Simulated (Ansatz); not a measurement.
**C2H9NSi2: rotation by 120° about the Si4–Si5 bond**

Aim: the minimum-energy path and barrier of the rotation by 120° about the Si4–Si5 bond. The ends are relaxed first, then joined by a nudged elastic band. SMILES of the start: N=CC[SiH2][SiH3].

Program: Ansatz 0.2.0. Level of theory: RKS PBE0/def2-SVP. These are calculated values, not measurements.

## (1) The system as given

Bond lengths: N1–C2 1.232 Å, C2–C3 1.508 Å, C3–Si4 1.897 Å, Si4–Si5 2.337 Å, N1–H6 1.051 Å, C2–H7 1.135 Å, C3–H8 1.022 Å, C3–H9 1.128 Å, Si4–H10 1.420 Å, Si4–H11 1.492 Å, Si5–H12 1.518 Å, Si5–H13 1.531 Å, Si5–H14 1.447 Å. Angles (14 of 22 angles, heavy atoms first): N1–C2–C3 122.4°, C2–C3–Si4 112.6°, C3–Si4–Si5 106.6°, N1–C2–H7 118.9°, C3–C2–H7 118.7°, C2–N1–H6 114.5°, C2–C3–H8 110.8°, C2–C3–H9 102.7°, Si4–C3–H8 113.2°, Si4–C3–H9 108.2°, C3–Si4–H10 111.3°, C3–Si4–H11 105.6°, Si5–Si4–H10 112.9°, Si5–Si4–H11 108.2°.

Structure file:

```xyz
14

N    -0.8290    0.7916    2.2498
C     0.1504    0.1880    1.8082
C     0.0204   -0.9905    0.8765
Si    0.8688   -0.6958   -0.7945
Si   -0.3470    0.9817   -1.8758
H    -1.7532    0.4483    1.8869
H     1.1882    0.5180    2.1273
H    -0.9569   -1.2756    0.7865
H     0.5860   -1.8010    1.4208
H     2.2393   -0.3647   -0.6260
H     0.6948   -1.9639   -1.5611
H    -0.1131    2.2900   -1.1425
H    -1.8535    0.7077   -1.8807
H     0.0917    1.1369   -3.2464
```

## (2) End point A

Contents of input.yaml:

```yaml
crystal:
  periodic: [false, false, false]
  atoms:
    - { symbol: "N", position_ang: [-0.829, 0.7916, 2.2498] }
    - { symbol: C, position_ang: [0.1504, 0.188, 1.8082] }
    - { symbol: C, position_ang: [0.0204, -0.9905, 0.8765] }
    - { symbol: Si, position_ang: [0.8688, -0.6958, -0.7945] }
    - { symbol: Si, position_ang: [-0.347, 0.9817, -1.8758] }
    - { symbol: H, position_ang: [-1.7532, 0.4483, 1.8869] }
    - { symbol: H, position_ang: [1.1882, 0.518, 2.1273] }
    - { symbol: H, position_ang: [-0.9569, -1.2756, 0.7865] }
    - { symbol: H, position_ang: [0.586, -1.801, 1.4208] }
    - { symbol: H, position_ang: [2.2393, -0.3647, -0.626] }
    - { symbol: H, position_ang: [0.6948, -1.9639, -1.5611] }
    - { symbol: H, position_ang: [-0.1131, 2.29, -1.1425] }
    - { symbol: H, position_ang: [-1.8535, 0.7077, -1.8807] }
    - { symbol: H, position_ang: [0.0917, 1.1369, -3.2464] }
basis:
  gaussian: { orbitals: def2-SVP }
hamiltonian:
  xc: pbe0
relax:
  f_tol: 0.015
  max_steps: 40
```

Launch:

```console
> ansatz run input.yaml --threads 2 --pin off --max-ram 3072MiB --backend cpu --events-out ev --progress --plain --runs-dir out
```

What it wrote, cut to the lines that bear on the results:

```text
Warning: RAYON_NUM_THREADS=2 ignored (pool sized by the plan → 2); use --threads N
[...]
Functional definition: PBE0
[...]
1337 factors; integrals over basis functions are off by at most 5.3e-4 eV
[...]
mean field -19446.03408953 eV, -714.6285717948 hartree, gradient 2.4e-5 eV, S^2 0.000000; 0 other end points of the search recorded, 0 dependent functions left out
[...]
reference -19446.03411986 eV, -714.6285729097 hartree; 28, 28 occupied and 95, 95 virtual orbitals, 1337 factors
relax step   1: F+E_penalty+E_count = -19446.03408953 eV  Δ(F+E_penalty+E_count) = +0.000e0 eV  max|allowed force component| = 4.692e0 eV/Å  Δτ_max = 0.0000 Å  (27 SCF iters, accepted)
[...]
relax step   4: F+E_penalty+E_count = -19446.46488483 eV  Δ(F+E_penalty+E_count) = -1.586e-3 eV  max|allowed force component| = 4.874e-1 eV/Å  Δτ_max = 0.0461 Å  (30 SCF iters, accepted)
[...]
relax step   7: F+E_penalty+E_count = -19446.48293020 eV  Δ(F+E_penalty+E_count) = -1.114e-3 eV  max|allowed force component| = 7.148e-2 eV/Å  Δτ_max = 0.0206 Å  (23 SCF iters, accepted)
[...]
relax step  10: F+E_penalty+E_count = -19446.48479218 eV  Δ(F+E_penalty+E_count) = -5.885e-4 eV  max|allowed force component| = 1.138e-1 eV/Å  Δτ_max = 0.0773 Å  (28 SCF iters, accepted)
[...]
relax step  13: F+E_penalty+E_count = -19446.48520551 eV  Δ(F+E_penalty+E_count) = +5.938e-5 eV  max|allowed force component| = 3.192e-2 eV/Å  Δτ_max = 0.0271 Å  (29 SCF iters, rejected (line search))
[...]
reference -19446.48541858 eV, -714.6451578316 hartree; 28, 28 occupied and 95, 95 virtual orbitals, 1337 factors
Total energy: -19446.48541858 eV, -714.6451578316 hartree
Atom 0 at    -0.812998     0.937856     2.157612 Å, force     0.001385    -0.002966    -0.002216 eV/Å
Atom 1 at     0.130327     0.149189     1.844046 Å, force    -0.002637     0.010528    -0.004721 eV/Å
Atom 2 at     0.076685    -1.051879     0.953548 Å, force    -0.003188     0.000150    -0.000957 eV/Å
Atom 3 at     0.804812    -0.703492    -0.776876 Å, force     0.008383    -0.001547    -0.006553 eV/Å
Atom 4 at    -0.381263     1.017782    -1.849096 Å, force    -0.005757     0.000568     0.006139 eV/Å
Atom 5 at    -1.694824     0.627241     1.729637 Å, force     0.007847    -0.001919     0.003546 eV/Å
Atom 6 at     1.131754     0.387785     2.248049 Å, force    -0.005997    -0.003407     0.002403 eV/Å
Atom 7 at    -0.961907    -1.400591     0.823005 Å, force     0.000080     0.000310     0.001094 eV/Å
Atom 8 at     0.663225    -1.880788     1.385627 Å, force    -0.000698     0.000469    -0.002238 eV/Å
Atom 9 at     2.245360    -0.318518    -0.641663 Å, force    -0.000290    -0.000523     0.001448 eV/Å
Atom 10 at     0.731839    -1.960608    -1.586363 Å, force     0.000420    -0.000963     0.001081 eV/Å
Atom 11 at    -0.175115     2.319761    -1.146118 Å, force    -0.000352     0.001342    -0.001085 eV/Å
Atom 12 at    -1.843236     0.695018    -1.844553 Å, force    -0.001104     0.001721    -0.001082 eV/Å
Atom 13 at     0.072241     1.151943    -3.267854 Å, force     0.001909    -0.003763     0.003142 eV/Å
Dipole moment:     0.045886    -0.425813    -0.203357 e Å
```

It took 54 s on 2 threads of Arm Neoverse V1, shared host; peak memory 0.3 GiB.

The steps of the relaxation:

```
step  energy from step 1 (eV)  largest force component (eV/Å)
   1                   0.0000                          4.6918
   2                  -0.3832                          0.9836
   3                  -0.4292                          0.4069
   4                  -0.4308                          0.4874
   5                  -0.4439                          0.2699
   6                  -0.4477                          0.1759
   7                  -0.4488                          0.0715
   8                  -0.4496                          0.0463
   9                  -0.4501                          0.0858
  10                  -0.4507                          0.1138
  11                  -0.4509                          0.0663
  12                  -0.4512                          0.0333
 13x                  -0.4511                          0.0319
  14                  -0.4513                          0.0105
```

Step 1 is the start. 1 step was tried and not accepted (marked x).

After: Bond lengths: N1–C2 1.269 Å, C2–C3 1.496 Å, C3–Si4 1.909 Å, Si4–Si5 2.349 Å, N1–H6 1.028 Å, C2–H7 1.106 Å, C3–H8 1.103 Å, C3–H9 1.104 Å, Si4–H10 1.497 Å, Si4–H11 1.497 Å, Si5–H12 1.494 Å, Si5–H13 1.497 Å, Si5–H14 1.496 Å. Angles (14 of 22 angles, heavy atoms first): N1–C2–C3 128.3°, C2–C3–Si4 112.3°, C3–Si4–Si5 110.8°, N1–C2–H7 116.7°, C3–C2–H7 115.0°, C2–N1–H6 110.3°, C2–C3–H8 111.0°, C2–C3–H9 110.5°, Si4–C3–H8 108.0°, Si4–C3–H9 106.8°, C3–Si4–H10 109.4°, C3–Si4–H11 108.6°, Si5–Si4–H10 109.8°, Si5–Si4–H11 110.1°.

## (3) Relaxing end B

The second end starts from a geometry with the move made by hand.

input.yaml: that of step 2 with these lines changed.

```diff
@@ -14,5 +14,5 @@
     - { symbol: H, position_ang: [0.6948, -1.9639, -1.5611] }
-    - { symbol: H, position_ang: [-0.1131, 2.29, -1.1425] }
-    - { symbol: H, position_ang: [-1.8535, 0.7077, -1.8807] }
-    - { symbol: H, position_ang: [0.0917, 1.1369, -3.2464] }
+    - { symbol: H, position_ang: [-1.81717, 0.6057, -1.83944] }
+    - { symbol: H, position_ang: [0.05918, 1.1518, -3.34233] }
+    - { symbol: H, position_ang: [-0.18023, 2.25444, -1.20692] }
 basis:
```

Launch:

```console
> ansatz run input.yaml --threads 2 --pin off --max-ram 3072MiB --backend cpu --events-out ev --progress --plain --runs-dir out
```

What it wrote, cut to the lines that bear on the results:

```text
Warning: RAYON_NUM_THREADS=2 ignored (pool sized by the plan → 2); use --threads N
[...]
Functional definition: PBE0
[...]
1337 factors; integrals over basis functions are off by at most 5.3e-4 eV
[...]
mean field -19446.04538830 eV, -714.6289870169 hartree, gradient 2.1e-5 eV, S^2 0.000000; 0 other end points of the search recorded, 0 dependent functions left out
[...]
reference -19446.04541857 eV, -714.6289881293 hartree; 28, 28 occupied and 95, 95 virtual orbitals, 1337 factors
relax step   1: F+E_penalty+E_count = -19446.04538830 eV  Δ(F+E_penalty+E_count) = +0.000e0 eV  max|allowed force component| = 4.667e0 eV/Å  Δτ_max = 0.0000 Å  (26 SCF iters, accepted)
[...]
relax step   4: F+E_penalty+E_count = -19446.47730130 eV  Δ(F+E_penalty+E_count) = -2.464e-2 eV  max|allowed force component| = 3.914e-1 eV/Å  Δτ_max = 0.0518 Å  (30 SCF iters, accepted)
[...]
Atom 4 at    -0.401932     0.992151    -1.862004 Å, force     0.000280    -0.000727    -0.001621 eV/Å
Atom 5 at    -1.700176     0.613483     1.720684 Å, force     0.002087     0.000451     0.001391 eV/Å
Atom 6 at     1.129123     0.404907     2.234433 Å, force    -0.001390    -0.000936    -0.000812 eV/Å
Atom 7 at    -0.950441    -1.411929     0.825145 Å, force    -0.000624     0.001346     0.000086 eV/Å
Atom 8 at     0.679851    -1.873490     1.387470 Å, force     0.001274     0.000453     0.000669 eV/Å
Atom 9 at     2.243170    -0.308516    -0.653636 Å, force    -0.000093     0.000209     0.000487 eV/Å
Atom 10 at     0.744325    -1.972705    -1.583513 Å, force     0.000508     0.000093    -0.000027 eV/Å
Atom 11 at    -1.860961     0.656670    -1.847829 Å, force    -0.000437     0.000240     0.000241 eV/Å
Atom 12 at     0.044258     1.116007    -3.284019 Å, force    -0.000630     0.000036     0.001488 eV/Å
Atom 13 at    -0.203932     2.302724    -1.172835 Å, force     0.000151     0.000299     0.000010 eV/Å
Dipole moment:     0.049888    -0.426925    -0.200564 e Å
```

Wall time 57 s (2 threads of Arm Neoverse V1, shared host); peak memory 0.3 GiB.

The steps of the relaxation:

```csv
step,energy from step 1 (eV),largest force component (eV/Å)
1,0.0000,4.6672
2,-0.3845,1.0099
3,-0.4073,0.5545
4,-0.4319,0.3914
5,-0.4349,0.2928
6,-0.4374,0.1123
7,-0.4385,0.0388
8,-0.4390,0.0762
9,-0.4395,0.0694
10,-0.4397,0.0537
11,-0.4397,0.0939
12,-0.4400,0.0401
13,-0.4400,0.0267
14,-0.4400,0.0156
15,-0.4400,0.0070
```

Step 1 is the start.

After: Bond lengths: N1–C2 1.269 Å, C2–C3 1.496 Å, C3–Si4 1.909 Å, Si4–Si5 2.349 Å, N1–H6 1.028 Å, C2–H7 1.106 Å, C3–H8 1.103 Å, C3–H9 1.103 Å, Si4–H10 1.497 Å, Si4–H11 1.497 Å, Si5–H12 1.497 Å, Si5–H13 1.496 Å, Si5–H14 1.494 Å. Angles (14 of 22 angles, heavy atoms first): N1–C2–C3 128.3°, C2–C3–Si4 112.3°, C3–Si4–Si5 110.7°, N1–C2–H7 116.7°, C3–C2–H7 115.0°, C2–N1–H6 110.3°, C2–C3–H8 111.0°, C2–C3–H9 110.6°, Si4–C3–H8 108.0°, Si4–C3–H9 106.8°, C3–Si4–H10 109.4°, C3–Si4–H11 108.6°, Si5–Si4–H10 109.8°, Si5–Si4–H11 110.1°.

## (4) Nudged elastic band

crystal.atoms is end A as relaxed above, and neb.final_atoms is end B, turned to lie on A. With 9 inner images the band has 11 in all. The start path is listed, through a guess of the saddle.

Contents of input.yaml:

```yaml
crystal:
  periodic: [false, false, false]
  atoms:
    - { symbol: "N", position_ang: [-0.812998, 0.937856, 2.157612] }
    - { symbol: C, position_ang: [0.130327, 0.149189, 1.844046] }
    - { symbol: C, position_ang: [0.076685, -1.051879, 0.953548] }
    - { symbol: Si, position_ang: [0.804812, -0.703492, -0.776876] }
    - { symbol: Si, position_ang: [-0.381263, 1.017782, -1.849096] }
    - { symbol: H, position_ang: [-1.694824, 0.627241, 1.729637] }
    - { symbol: H, position_ang: [1.131754, 0.387785, 2.248049] }
    - { symbol: H, position_ang: [-0.961907, -1.400591, 0.823005] }
    - { symbol: H, position_ang: [0.663225, -1.880788, 1.385627] }
    - { symbol: H, position_ang: [2.24536, -0.318518, -0.641663] }
    - { symbol: H, position_ang: [0.731839, -1.960608, -1.586363] }
    - { symbol: H, position_ang: [-0.175115, 2.319761, -1.146118] }
    - { symbol: H, position_ang: [-1.843236, 0.695018, -1.844553] }
    - { symbol: H, position_ang: [0.072241, 1.151943, -3.267854] }
basis:
  gaussian: { orbitals: def2-SVP }
hamiltonian:
  xc: pbe0
neb:
  order_check: false
  images: 9
  f_tol: 0.03
  max_iterations: 52
  final_atoms:
    - { symbol: "N", position_ang: [-0.50332474, 1.1310646, 2.15880102] }
    - { symbol: C, position_ang: [0.32495407, 0.23528056, 1.80979791] }
    - { symbol: C, position_ang: [0.06939669, -1.00059845, 1.00645716] }
    - { symbol: Si, position_ang: [0.65498556, -0.82247359, -0.80217878] }
    - { symbol: Si, position_ang: [-0.46347931, 0.94876362, -1.86562032] }
    - { symbol: H, position_ang: [-1.44822099, 0.88801059, 1.8345247] }
    - { symbol: H, position_ang: [1.37903149, 0.39211515, 2.10490577] }
    - { symbol: H, position_ang: [-1.00564087, -1.2484834, 0.99434453] }
    - { symbol: H, position_ang: [0.61262858, -1.86037383, 1.43467856] }
    - { symbol: H, position_ang: [2.1318178, -0.57762097, -0.82493044] }
    - { symbol: H, position_ang: [0.38366912, -2.10808908, -1.51946348] }
    - { symbol: H, position_ang: [-1.94184276, 0.77803379, -1.70189222] }
    - { symbol: H, position_ang: [-0.14381929, 0.9542827, -3.3265582] }
    - { symbol: H, position_ang: [-0.06325535, 2.26078731, -1.2738652] }
  initial_path:
    images:
      - { positions_ang: [[-0.812998, 0.937856, 2.157612], [0.130327, 0.149189, 1.844046], [0.076685, -1.051879, 0.953548], [0.804812, -0.703492, -0.776876], [-0.381263, 1.017782, -1.849096], [-1.694824, 0.627241, 1.729637], [1.131754, 0.387785, 2.248049], [-0.961907, -1.400591, 0.823005], [0.663225, -1.880788, 1.385627], [2.24536, -0.318518, -0.641663], [0.731839, -1.960608, -1.586363], [-0.175115, 2.319761, -1.146118], [-1.843236, 0.695018, -1.844553], [0.072241, 1.151943, -3.267854]] }
      - { positions_ang: [[-0.76455401, 0.94309231, 2.17897558], [0.16740723, 0.17090095, 1.83141067], [0.0638772, -1.03040599, 0.9473693], [0.79312593, -0.72265943, -0.78564883], [-0.38626366, 1.00013925, -1.85731284], [-1.66520112, 0.63935749, 1.78183781], [1.18537549, 0.41198857, 2.19905649], [-0.96738001, -1.34970257, 0.84274596], [0.64050627, -1.86002352, 1.40105975], [2.22608715, -0.37143123, -0.66809449], [0.66652282, -1.98441275, -1.57042285], [-0.39171018, 2.18506072, -1.08854884], [-1.74158642, 0.64049506, -2.07502906], [0.16069331, 1.29830016, -3.10839766]] }
      - { positions_ang: [[-0.71611002, 0.94832862, 2.20033916], [0.20448746, 0.19261289, 1.81877535], [0.0510694, -1.00893299, 0.94119061], [0.78143986, -0.74182687, -0.79442166], [-0.39126431, 0.9824965, -1.86552968], [-1.63557824, 0.65147398, 1.83403863], [1.23899698, 0.43619214, 2.15006399], [-0.97285303, -1.29881414, 0.86248692], [0.61778754, -1.83925904, 1.41649249], [2.20681431, -0.42434447, -0.69452597], [0.60120664, -2.00821751, -1.5544827], [-0.60830537, 2.05036043, -1.03097968], [-1.63993684, 0.58597212, -2.30550511], [0.24914562, 1.44465732, -2.94894132]] }
      - { positions_ang: [[-0.66766603, 0.95356493, 2.22170274], [0.24156768, 0.21432484, 1.80614002], [0.03826159, -0.98745998, 0.93501191], [0.76975379, -0.7609943, -0.8031945], [-0.39626497, 0.96485376, -1.87374652], [-1.60595536, 0.66359047, 1.88623944], [1.29261847, 0.46039571, 2.10107148], [-0.97832604, -1.24792571, 0.88222787], [0.59506881, -1.81849455, 1.43192524], [2.18754146, -0.4772577, -0.72095746], [0.53589046, -2.03202226, -1.53854255], [-0.82490055, 1.91566015, -0.97341052], [-1.53828726, 0.53144918, -2.53598117], [0.33759794, 1.59101448, -2.78948498]] }
      - { positions_ang: [[-0.61922204, 0.95880124, 2.24306632], [0.27864791, 0.23603679, 1.7935047], [0.02545379, -0.96598698, 0.92883321], [0.75806772, -0.78016173, -0.81196733], [-0.40126563, 0.94721101, -1.88196337], [-1.57633248, 0.67570696, 1.93844026], [1.34623996, 0.48459928, 2.05207897], [-0.98379905, -1.19703728, 0.90196883], [0.57235008, -1.79773007, 1.44735798], [2.16826861, -0.53017094, -0.74738894], [0.47057428, -2.05582702, -1.5226024], [-1.04149573, 1.78095986, -0.91584136], [-1.43663768, 0.47692624, -2.76645723], [0.42605025, 1.73737164, -2.63002864]] }
      - { positions_ang: [[-0.57077804, 0.96403754, 2.2644299], [0.31572814, 0.25774873, 1.78086937], [0.01264599, -0.94451397, 0.92265452], [0.74638165, -0.79932916, -0.82074016], [-0.40626629, 0.92956826, -1.89018021], [-1.54670959, 0.68782345, 1.99064107], [1.39986145, 0.50880285, 2.00308647], [-0.98927206, -1.14614885, 0.92170979], [0.54963135, -1.77696559, 1.46279073], [2.14899576, -0.58308417, -0.77382043], [0.4052581, -2.07963177, -1.50666226], [-1.25809092, 1.64625958, -0.8582722], [-1.3349881, 0.42240329, -2.99693329], [0.51450256, 1.8837288, -2.4705723]] }
      - { positions_ang: [[-0.55728738, 0.99744296, 2.24330412], [0.31757333, 0.2532551, 1.78665508], [0.02399613, -0.95573087, 0.93941505], [0.72810243, -0.80395805, -0.81702788], [-0.41770889, 0.93340733, -1.88526823], [-1.52701187, 0.72786088, 1.9594178], [1.39569546, 0.48546531, 2.02345033], [-0.99254582, -1.16661576, 0.93623674], [0.5622308, -1.79364724, 1.45716829], [2.14556017, -0.58199153, -0.78404243], [0.4009403, -2.08532323, -1.5092225], [-1.39484129, 1.47261442, -1.02699621], [-1.09675434, 0.52877918, -3.06285827], [0.39895098, 1.95914051, -2.23123088]] }
      - { positions_ang: [[-0.54379672, 1.03084837, 2.22217835], [0.31941851, 0.24876147, 1.79244079], [0.03534627, -0.96694776, 0.95617557], [0.70982321, -0.80858694, -0.81331561], [-0.4291515, 0.9372464, -1.88035625], [-1.50731415, 0.7678983, 1.92819452], [1.39152947, 0.46212777, 2.04381419], [-0.99581959, -1.18708267, 0.95076368], [0.57483024, -1.81032888, 1.45154586], [2.14212458, -0.58089889, -0.79426443], [0.39662251, -2.0910147, -1.51178275], [-1.53159165, 1.29896926, -1.19572021], [-0.85852058, 0.63515506, -3.12878325], [0.2833994, 2.03455221, -1.99188946]] }
      - { positions_ang: [[-0.53030606, 1.06425378, 2.20105257], [0.3212637, 0.24426783, 1.79822649], [0.04669641, -0.97816466, 0.9729361], [0.69154399, -0.81321582, -0.80960333], [-0.4405941, 0.94108548, -1.87544427], [-1.48761643, 0.80793573, 1.89697125], [1.38736348, 0.43879023, 2.06417805], [-0.99909335, -1.20754958, 0.96529063], [0.58742969, -1.82701053, 1.44592343], [2.13868899, -0.57980625, -0.80448644], [0.39230471, -2.09670616, -1.51434299], [-1.66834202, 1.12532411, -1.36444421], [-0.62028681, 0.74153094, -3.19470824], [0.16784781, 2.10996391, -1.75254804]] }
      - { positions_ang: [[-0.5168154, 1.09765919, 2.1799268], [0.32310889, 0.2397742, 1.8040122], [0.05804655, -0.98938155, 0.98969663], [0.67326477, -0.81784471, -0.80589106], [-0.45203671, 0.94492455, -1.8705323], [-1.46791871, 0.84797316, 1.86574797], [1.38319748, 0.41545269, 2.08454191], [-1.00236711, -1.22801649, 0.97981758], [0.60002913, -1.84369218, 1.44030099], [2.1352534, -0.57871361, -0.81470844], [0.38798691, -2.10239762, -1.51690324], [-1.80509239, 0.95167895, -1.53316822], [-0.38205305, 0.84790682, -3.26063322], [0.05229623, 2.18537561, -1.51320662]] }
      - { positions_ang: [[-0.50332474, 1.1310646, 2.15880102], [0.32495407, 0.23528056, 1.80979791], [0.06939669, -1.00059845, 1.00645716], [0.65498556, -0.82247359, -0.80217878], [-0.46347931, 0.94876362, -1.86562032], [-1.44822099, 0.88801059, 1.8345247], [1.37903149, 0.39211515, 2.10490577], [-1.00564087, -1.2484834, 0.99434453], [0.61262858, -1.86037383, 1.43467856], [2.1318178, -0.57762097, -0.82493044], [0.38366912, -2.10808908, -1.51946348], [-1.94184276, 0.77803379, -1.70189222], [-0.14381929, 0.9542827, -3.3265582], [-0.06325535, 2.26078731, -1.2738652]] }
```

Launch:

```console
> ansatz run input.yaml --threads 2 --pin off --max-ram 3072MiB --backend cpu --events-out ev --progress --plain --runs-dir out
```

What it wrote, cut to the lines that bear on the results:

```text
Warning: RAYON_NUM_THREADS=2 ignored (pool sized by the plan → 2); use --threads N
[...]
Functional definition: PBE0
[...]
1340 factors; integrals over basis functions are off by at most 3.3e-4 eV
[...]
mean field -19446.48539280 eV, -714.6451568842 hartree, gradient 2.1e-5 eV, S^2 0.000000; 0 other end points of the search recorded, 0 dependent functions left out
[...]
reference -19446.48542315 eV, -714.6451579994 hartree; 28, 28 occupied and 95, 95 virtual orbitals, 1340 factors
1340 factors; integrals over basis functions are off by at most 5.2e-4 eV
[...]
mean field -19446.48543207 eV, -714.6451583273 hartree, gradient 2.1e-5 eV, S^2 0.000000; 0 other end points of the search recorded, 0 dependent functions left out
[...]
```

(Part 1 of 2 ends here.)
